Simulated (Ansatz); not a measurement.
Write a Python script for the Ansatz DFT code, driven from Python that makes a comparison of functionals at one structure of Pt, space group Im-3m. Settings (first run): LDA, PAW, cutoff 420 eV, 12×12×12 k-points, Fermi-Dirac smearing of 0.1 eV. The script varies functional: lda, blyp, pbesol.

```yaml
crystal:
  lattice:
    - [-1.58422, 1.58422, 1.58422]
    - [1.58422, -1.58422, 1.58422]
    - [1.58422, 1.58422, -1.58422]
  atoms:
    - { symbol: Pt, position: [0.00000, 0.00000, 0.00000] }
```

Script `xc_pt.py`:
```python
'''Functional comparison for Pt (totals differ with the potentials too).'''

import argparse
import csv
import warnings

import ansatz as az

parser = argparse.ArgumentParser(description='Functional comparison for Pt (totals differ with the potentials too).')
parser.add_argument('--ecut', type=float, default=420.0, help='plane-wave cutoff (eV)')
parser.add_argument('--kgrid', type=int, nargs=3, default=[12, 12, 12], help='k-point sampling')
args = parser.parse_args()


def main() -> None:
    warnings.simplefilter('ignore', az.DeckWarning)

    cell = (
        az.Lattice.bcc(3.16844)
        .space_group(229)
        .atom('Pt', [0.0, 0.0, 0.0])
        .primitive()
    )

    model = (
        cell.calculation()
        .basis(args.ecut)
        .kpoints(*args.kgrid)
        .occupations(az.OccupationsMethod.FERMI_DIRAC)
    )

    rows = []
    for value in ['lda', 'blyp', 'pbesol']:
        rep = model.functional(value).run().report
        rows.append((value, rep['free_energy_ev'] / len(rep['lattice']['sites']), rep['n_iterations'], rep['n_kpoints']))

    with open('xc.csv', 'w', newline='') as handle:
        writer = csv.writer(handle)
        writer.writerow(['functional', 'F/atom (eV)', 'iterations', 'k-points'])
        writer.writerows([round(v, 5) if isinstance(v, float) else v for v in row] for row in rows)
    print(open('xc.csv').read())


if __name__ == '__main__':
    main()
```

```console
$ python xc_pt.py
functional,F/atom (eV),iterations,k-points
lda,-12244.84646,6,72
blyp,-12548.97927,6,72
pbesol,-12383.71015,6,72
```

Notes:
- The run is spin-unpolarised.
- BLYP can be off by several per cent in the lattices of metals, and by several GPa in the pressure at a fixed cell.
- For a metal this k-point mesh is coarse: on a finer one energies can move by several to tens of meV an atom and pressures by half a GPa or more, differences at one mesh by less.
- Spin-orbit coupling, which matters for elements this heavy, is left out.
- This isn't the structure that Pt takes at ambient conditions.
- Total energies of different functionals can't be compared; pressures, moments and gaps at this one structure can.
- Hardware and time: 3.3 s on 1 thread of Arm Neoverse V1, on a shared host, peak memory 0.32 GiB.
